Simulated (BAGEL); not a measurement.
# HF/3-21G (density fitting with qzvpp-jkfit) run of AlCl3 (aluminium trichloride (monomer))

Aim: the vertical singlet–triplet gap of AlCl3 (aluminium trichloride (monomer)) at HF/3-21G (density fitting with qzvpp-jkfit), from 2 runs. 

Program for the calculation: BAGEL 1.2.2.

## (1) The structure to begin with

AlCl3: 4 atoms, total charge 0, spin state singlet. As SMILES, `[Cl][Al]([Cl])[Cl]`. The shape comes from GFN2-xTB, which is rough for such elements, and wasn't checked as a minimum.

Bond lengths: Al1–Cl2 2.030 Å, Al1–Cl3 2.030 Å, Al1–Cl4 2.030 Å. Angles: Cl2–Al1–Cl3 120.0°, Cl2–Al1–Cl4 120.0°, Cl3–Al1–Cl4 120.0°.

## (2) A single-point energy at HF/3-21G (density fitting with qzvpp-jkfit)

Input file hf.json:

```json
{ "bagel" : [

{
  "title" : "molecule",
  "basis" : "3-21g",
  "df_basis" : "qzvpp-jkfit",
  "angstrom" : true,
  "geometry" : [
    { "atom" : "Al", "xyz" : [      -0.000090,      -0.000130,       0.000260 ] },
    { "atom" : "Cl", "xyz" : [       2.029580,      -0.026890,       0.012730 ] },
    { "atom" : "Cl", "xyz" : [      -0.991250,       1.771260,      -0.016960 ] },
    { "atom" : "Cl", "xyz" : [      -1.038240,      -1.744250,       0.003970 ] }
  ]
},

{ "title" : "hf" },

{ "title" : "print", "file" : "orbitals.molden", "orbitals" : true }

]}
```

Launch:

```console
$ BAGEL_NUM_THREADS=1 BAGEL hf.json > hf.out
```

What it wrote:

```text
* using 1 threads per process

  ===============================================================
  ===============================================================

  *** Geometry ***

  { "atom" : "Al", "xyz" : [     -0.000170,     -0.000246,      0.000491 ] },
  { "atom" : "Cl", "xyz" : [      3.835350,     -0.050815,      0.024056 ] },
  { "atom" : "Cl", "xyz" : [     -1.873191,      3.347196,     -0.032050 ] },
  { "atom" : "Cl", "xyz" : [     -1.961989,     -3.296155,      0.007502 ] },

  Number of auxiliary basis functions:      512

  Since a DF basis is specified, we compute 2- and 3-index integrals:
    o Being stored without compression. Storage requirement is 0.011 GB

  Number of basis functions:       52
  Number of electrons      :       64

    * METHOD: MOLECULE                             0.18

  *** RHF ***

  === Nuclear Repulsion ===
   303.3405660542

      * DIIS with orbital gradients will be used.

  === RHF iteration (3-21g) ===
      0      -1612.61476727          0.00918819           0.05
      1      -1612.67074530          0.00325744           0.05
      2      -1612.67648723          0.00041721           0.05
      3      -1612.67664895          0.00005349           0.05
      4      -1612.67665148          0.00000973           0.05
      5      -1612.67665158          0.00000212           0.05
      6      -1612.67665158          0.00000027           0.05
      7      -1612.67665158          0.00000004           0.05
      8      -1612.67665158          0.00000001           0.05
    * SCF iteration converged.

    * Permanent dipole moment:
           (    0.000418,     0.000625,    -0.000898) a.u.

    * METHOD: HF                                   0.56

    * METHOD: PRINT                                0.01

  ===============================================================
```

It took 0.89 s on 1 thread of Arm Neoverse V1, shared host; peak memory 0.091 GiB.

## (3) The triplet at the same level

Input file calc.json:

```json
{ "bagel" : [

{
  "title" : "molecule",
  "basis" : "3-21g",
  "df_basis" : "qzvpp-jkfit",
  "angstrom" : "true",
  "geometry" : [
    { "atom" : "Al", "xyz" : [      -0.000090,      -0.000130,       0.000260 ] },
    { "atom" : "Cl", "xyz" : [       2.029580,      -0.026890,       0.012730 ] },
    { "atom" : "Cl", "xyz" : [      -0.991250,       1.771260,      -0.016960 ] },
    { "atom" : "Cl", "xyz" : [      -1.038240,      -1.744250,       0.003970 ] }
  ]
},

{ "title" : "uhf", "nopen" : 2 },

{ "title" : "print", "file" : "orbitals.molden", "orbitals" : "true" }

]}
```

Launch:

```console
$ BAGEL_NUM_THREADS=1 BAGEL calc.json > calc.out
```

What it wrote:

```text
* using 1 threads per process

  ===============================================================
  ===============================================================

  *** Geometry ***

  { "atom" : "Al", "xyz" : [     -0.000170,     -0.000246,      0.000491 ] },
  { "atom" : "Cl", "xyz" : [      3.835350,     -0.050815,      0.024056 ] },
  { "atom" : "Cl", "xyz" : [     -1.873191,      3.347196,     -0.032050 ] },
  { "atom" : "Cl", "xyz" : [     -1.961989,     -3.296155,      0.007502 ] },

  Number of auxiliary basis functions:      512

  Since a DF basis is specified, we compute 2- and 3-index integrals:
    o Being stored without compression. Storage requirement is 0.011 GB

  Number of basis functions:       52
  Number of electrons      :       64

    * METHOD: MOLECULE                             0.18

  *** Open-shell HF ***

  === Nuclear Repulsion ===
   303.3405660542

      * DIIS with orbital gradients will be used.

  === UHF iteration (3-21g) ===
      0      -1612.34554698          0.01156142           0.11
      1      -1612.37804003          0.00355645           0.10
      2      -1612.38099681          0.00102142           0.10
      3      -1612.38135583          0.00023273           0.10
      4      -1612.38143858          0.00002939           0.10
      5      -1612.38144239          0.00001641           0.10
      6      -1612.38144309          0.00001990           0.10
      7      -1612.38144251          0.00001639           0.10
      8      -1612.38144192          0.00000608           0.10
      9      -1612.38144206          0.00000568           0.10
     10      -1612.38144210          0.00000586           0.10
     11      -1612.38144179          0.00000391           0.10
     12      -1612.38144163          0.00000162           0.10
     13      -1612.38144162          0.00000106           0.10
     14      -1612.38144162          0.00000125           0.10
     15      -1612.38144162          0.00000131           0.11
     16      -1612.38144162          0.00000102           0.10
     17      -1612.38144162          0.00000091           0.10
     18      -1612.38144162          0.00000083           0.10
     19      -1612.38144163          0.00000088           0.10
     20      -1612.38144162          0.00000060           0.10
     21      -1612.38144162          0.00000032           0.10
     22      -1612.38144162          0.00000023           0.10
     23      -1612.38144162          0.00000016           0.10
     24      -1612.38144162          0.00000012           0.10
     25      -1612.38144162          0.00000008           0.10
     26      -1612.38144162          0.00000006           0.10
     27      -1612.38144162          0.00000007           0.10
     28      -1612.38144162          0.00000006           0.10
     29      -1612.38144162          0.00000006           0.10
     30      -1612.38144162          0.00000006           0.10
     31      -1612.38144162          0.00000006           0.10
     32      -1612.38144162          0.00000006           0.11
     33      -1612.38144162          0.00000003           0.11
     34      -1612.38144162          0.00000002           0.10
     35      -1612.38144162          0.00000002           0.10
     36      -1612.38144162          0.00000001           0.10
     37      -1612.38144162          0.00000001           0.10
    * SCF iteration converged.

    * S^2 (UHF) is 2.0232

    * Permanent dipole moment:
           (    0.000411,     0.000728,    -0.007942) a.u.

    * METHOD: UHF                                  4.00

    * METHOD: PRINT                                0.01

  ===============================================================
```

Run time: 4.5 s. Hardware: 1 thread of Arm Neoverse V1, shared host; peak memory 0.091 GiB.

## (4) Outcome

At HF/3-21G (density fitting with qzvpp-jkfit):

```
                                        quantity           value
                           singlet: total energy  -1612.67665 Eh
                          singlet: dipole moment          0.00 D
                            singlet: HOMO energy       -13.19 eV
                            singlet: LUMO energy         1.15 eV
                          singlet: HOMO–LUMO gap        14.34 eV
                           triplet: total energy  -1612.38144 Eh
                          triplet: dipole moment          0.02 D
                                   triplet: ⟨S²⟩           2.023
vertical energy of the triplet above the singlet        8.033 eV
```

**Reading.** At this shape the triplet lies 8.03 eV (775 kJ/mol) above the singlet.
